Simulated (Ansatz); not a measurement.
**C5H12Cl2Si2: small, medium and large basis sets**

The task here is to estimate one member of a computed series from the others.

The runs use Ansatz 0.2.0, Gaussian basis; one geometry, several basis sets.

The runs, in order: PBE0-D4/def2-SVP; ωB97M-V/def2-SVP; PBE0-D4/def2-QZVPP; ωB97M-V/def2-QZVPP; the functionals' def2-TZVPP values are taken from earlier runs.

### Structure used throughout

An earlier PBE0-D4 in a triple-zeta def2 set relaxation fixed the geometry.

SMILES `C[SiH](C)/C=C/[Si](C)(Cl)Cl`, 21 atoms, charge 0, spin multiplicity 1.

Atoms are counted from 1 here; the program's logs count them from 0.

Bond lengths: C1–Si2 1.871 Å, C1–H10 1.093 Å, C1–H11 1.092 Å, C1–H12 1.093 Å, Si2–C3 1.871 Å, Si2–C4 1.872 Å, Si2–H13 1.491 Å, C3–H14 1.093 Å, C3–H15 1.093 Å, C3–H16 1.092 Å, C4–C5 1.338 Å, C4–H17 1.093 Å, C5–Si6 1.847 Å, C5–H18 1.090 Å, Si6–C7 1.850 Å, Si6–Cl8 2.058 Å, Si6–Cl9 2.058 Å, C7–H19 1.092 Å and more. Angles: Si2–C1–H10 110.9°, Si2–C1–H11 111.1°, Si2–C1–H12 110.8°, H10–C1–H11 108.0°, H10–C1–H12 107.8°, H11–C1–H12 108.1°, C1–Si2–C3 110.5°, C1–Si2–C4 109.9°, C1–Si2–H13 110.0°, C3–Si2–C4 109.9°, C3–Si2–H13 110.0°, C4–Si2–H13 106.4°, Si2–C3–H14 111.0°, Si2–C3–H15 110.7°, Si2–C3–H16 111.1°, H14–C3–H15 107.8°, H14–C3–H16 108.0°, H15–C3–H16 108.1° and more.

Set-up of the first run:

Contents of in.yaml:

```yaml
crystal:
  periodic: [false, false, false]
  atoms:
    - {symbol: C, position_ang: [-2.613429, -0.727145, -1.307997]}
    - {symbol: Si, position_ang: [-1.096834, 0.360893, -1.442525]}
    - {symbol: C, position_ang: [-0.143864, -0.030803, -3.004672]}
    - {symbol: C, position_ang: [0.000577, 0.109925, 0.053353]}
    - {symbol: C, position_ang: [0.322849, 1.081440, 0.914440]}
    - {symbol: Si, position_ang: [1.407073, 0.807926, 2.383924]}
    - {symbol: C, position_ang: [2.004413, -0.932515, 2.572468]}
    - {symbol: Cl, position_ang: [3.029662, 2.065425, 2.244705]}
    - {symbol: Cl, position_ang: [0.367224, 1.349883, 4.074597]}
    - {symbol: H, position_ang: [-2.334654, -1.783877, -1.274822]}
    - {symbol: H, position_ang: [-3.181779, -0.498676, -0.403757]}
    - {symbol: H, position_ang: [-3.271814, -0.582058, -2.168444]}
    - {symbol: H, position_ang: [-1.496747, 1.797560, -1.435463]}
    - {symbol: H, position_ang: [0.188888, -1.072304, -3.009048]}
    - {symbol: H, position_ang: [-0.768346, 0.124287, -3.888342]}
    - {symbol: H, position_ang: [0.738255, 0.606583, -3.096688]}
    - {symbol: H, position_ang: [0.401459, -0.890434, 0.233728]}
    - {symbol: H, position_ang: [-0.068624, 2.085743, 0.749446]}
    - {symbol: H, position_ang: [2.634152, -1.009138, 3.460778]}
    - {symbol: H, position_ang: [2.595041, -1.233560, 1.704379]}
    - {symbol: H, position_ang: [1.162199, -1.618556, 2.686838]}
basis:
  gaussian: {orbitals: def2-SVP}
hamiltonian: {xc: pbe0, dispersion: d4}
output: {orbitals: {seedname: orbitals}}
```

Among the steps run: PBE0-D4 in def2-SVP; ωB97M-V in def2-SVP; PBE0-D4 in def2-QZVPP; ωB97M-V in def2-QZVPP.

One of the session's tables, all rows but one given; the rest of the session is left out.

It belongs to the step «Density functionals: the series». 

```
functional       basis  HOMO (eV)
   PBE0-D4    def2-SVP      -8.04
   PBE0-D4  def2-TZVPP      -8.09
   PBE0-D4  def2-QZVPP      -8.10
   ωB97M-V    def2-SVP     -10.21
   ωB97M-V  def2-TZVPP     -10.28
   ωB97M-V  def2-QZVPP          ?
```

Q: Estimate the row for ωB97M-V, def2-QZVPP from the others.

The run gave: HOMO (eV): -10.30. In the column «HOMO (eV)» it is the lowest.
